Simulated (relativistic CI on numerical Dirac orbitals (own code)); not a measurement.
# Ni²⁺: 2p photoemission with charge transfer

Aim: the 2p photoemission spectrum of Ni²⁺ in a cubic metal-ligand cluster, for 5 values of Delta.

The numbers are computed with relativistic CI on numerical Dirac orbitals (own code) version 3 (charge-transfer multiplet model of a cubic metal-ligand cluster with up to 2 ligand holes, Slater and spin-orbit integrals from Dirac-Coulomb-Breit ions, Slater integrals scaled by 0.7), except any that are marked as measured or tabulated.

### 1 What is computed

| Property | Result |
| --- | --- |
| ion | Ni²⁺ (Ni III) |
| nuclear charge | 28 |
| electrons | 26 |
| d electrons | 8 |
| ligand holes at most | 2 |
| parameters | in eV; Veg, Vt2g hoppings, tenDq and tenDqL metal and ligand splittings (negative tenDq: tetrahedral), red the scaling of hopping with a core hole |
| temperature | 300 K |
| widths | Lorentz 0.6 eV, Gauss 0.8 eV |

### 2 Delta = 2.6 eV

Settings, as recorded:

```ini
cluster ion=Ni2+ d8 ligand_holes=2 slater_scale=0.7
Delta=2.6 Udd=7 Upd=8 tenDq=0.4 tenDqL=1.2 Veg=1.9 Vt2g=-1.01 red=0.8
spectrum xps 2p T=300 lorentz=0.6 gauss=0.8
```

The run is started by

```bash
python run_levels.py task.json out
```

task.json lists these runs, among others, and the program works through them in turn.

### 3 Delta = -0.4 eV

Settings, as recorded:

```ini
cluster ion=Ni2+ d8 ligand_holes=2 slater_scale=0.7
Delta=-0.4 Udd=7 Upd=8 tenDq=0.4 tenDqL=1.2 Veg=1.9 Vt2g=-1.01 red=0.8
spectrum xps 2p T=300 lorentz=0.6 gauss=0.8
```

### 4 Delta = 0.6 eV

Settings, as recorded:

```ini
cluster ion=Ni2+ d8 ligand_holes=2 slater_scale=0.7
Delta=0.6 Udd=7 Upd=8 tenDq=0.4 tenDqL=1.2 Veg=1.9 Vt2g=-1.01 red=0.8
spectrum xps 2p T=300 lorentz=0.6 gauss=0.8
```

### 5 Delta = 3.6 eV

Settings, as recorded:

```ini
cluster ion=Ni2+ d8 ligand_holes=2 slater_scale=0.7
Delta=3.6 Udd=7 Upd=8 tenDq=0.4 tenDqL=1.2 Veg=1.9 Vt2g=-1.01 red=0.8
spectrum xps 2p T=300 lorentz=0.6 gauss=0.8
```

### 6 Delta = 4.6 eV

Settings, as recorded:

```ini
cluster ion=Ni2+ d8 ligand_holes=2 slater_scale=0.7
Delta=4.6 Udd=7 Upd=8 tenDq=0.4 tenDqL=1.2 Veg=1.9 Vt2g=-1.01 red=0.8
spectrum xps 2p T=300 lorentz=0.6 gauss=0.8
```

(Steps that only read results are left out.)

Before running it: what results should come out? Wanted: d count; ground spin.

**Answer**, as computed:

| run | d count | weight without ligand hole | ground S | up to four highest peaks (% of the highest), eV from the first main peak |
| --- | --- | --- | --- | --- |
| Delta = 2.6 eV | 8.29 | 0.72 | 1.00 | 0.0 (100), 4.8 (55), 8.1 (31), 17.4 (47) |
| Delta = -0.4 eV | 8.62 | 0.43 | 1.00 | 0.0 (100), 5.1 (45), 17.2 (48), 21.7 (34) |
| Delta = 0.6 eV | 8.49 | 0.53 | 1.00 | 0.0 (100), 4.6 (46), 17.3 (48), 21.6 (30) |
| Delta = 3.6 eV | 8.23 | 0.78 | 1.00 | 0.0 (100), 5.0 (63), 17.5 (47), 22.4 (32) |
| Delta = 4.6 eV | 8.17 | 0.83 | 1.00 | 0.0 (100), 4.9 (52), 17.5 (46), 22.5 (35) |

```
                           quantity         value
                            d count  8.17 to 8.62
ground spin (effective S from ⟨S²⟩)          1.00
```

From Delta = -0.4 eV to Delta = 4.6 eV the ground-state d count goes from 8.62 to 8.17. In the first run d8 holds 72 % of the ground state. The cluster parameters are drawn, not fitted to a compound.
